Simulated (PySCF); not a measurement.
**SrCl: the SCF solver's settings**

Aim: find out which solver settings change the answer for SrCl.

The runs use PySCF 2.14.0; method and basis as typed in the scripts.

5 further runs of the same task are left out: 5 that didn't finish.

### Step 1. The system as given

SrCl: 2 atoms, charge 0, spin multiplicity 2.

Bond lengths: Sr1–Cl2 2.492 Å.

### Step 2. The base run

File input.py:

```python
from pyscf import gto, dft, tdscf

mol = gto.M(
    atom='Sr 0 0 0; Cl 0 0 2.492',
    basis='def2-svpd',
    ecp={'Sr': 'def2-svpd'},
    charge=0,
    spin=1,
    verbose=3,
)
mf = dft.UKS(mol, xc='b3lyp5')
mf.kernel()
td = tdscf.TDA(mf)
td.nstates = 3
td.kernel()
td.analyze(verbose=3)
mf.dip_moment()
print('orbital energies (hartree):', [e[max(0, n-3):n+3].round(4) for e, n in zip(mf.mo_energy, mol.nelec)])
```

The run is started by

```
> OMP_NUM_THREADS=1 python input.py
```

Its log is not repeated here.

Base result: E(SCF) = -490.757944 Eh, ⟨S²⟩ = 0.750, μ = 4.62 D, excitations 1.92, 1.92, 1.98 eV.

The bond length is a typed value, not an optimised one.

### Step 3. Convergence threshold 1e-16 hartree

Variant 1 changes convergence threshold: default → 1e-16 hartree.

File input.py:

```python
from pyscf import gto, dft, tdscf

mol = gto.M(
    atom='Sr 0 0 0; Cl 0 0 2.492',
    basis='def2-svpd',
    ecp={'Sr': 'def2-svpd'},
    charge=0,
    spin=1,
    verbose=3,
)
mf = dft.UKS(mol, xc='b3lyp5')
mf.conv_tol = 1e-16
mf.kernel()
td = tdscf.TDA(mf)
td.nstates = 3
td.kernel()
td.analyze(verbose=3)
mf.dip_moment()
print('orbital energies (hartree):', [e[max(0, n-3):n+3].round(4) for e, n in zip(mf.mo_energy, mol.nelec)])
```

The run is started by

```
> OMP_NUM_THREADS=1 python input.py
```

### Step 4. Convergence threshold 1e-05 hartree

Variant 2 changes convergence threshold: default → 1e-05 hartree.

input.py, as its differences from that of step 2:

```diff
@@ -11,2 +11,3 @@
 mf = dft.UKS(mol, xc='b3lyp5')
+mf.conv_tol = 1e-05
 mf.kernel()
```

Q: Predict the outcome of this session. Wanted: for each run, E(SCF); from base; SCF dipole; after the SCF.

**Answer**, as computed:

```
                                run  E(SCF) (hartree)  from base (eV)  SCF dipole (D)              after the SCF
                               base       -490.757944               0            4.62  lowest root found 1.92 eV
convergence threshold 1e-16 hartree       -490.757944          0.0000            4.62  lowest root found 1.92 eV
convergence threshold 1e-05 hartree       -490.757944          0.0000            4.63  lowest root found 1.92 eV
```

What this shows: The SCF energy stays the same, to the digits that matter, with convergence threshold 1e-16 hartree or convergence threshold 1e-05 hartree.
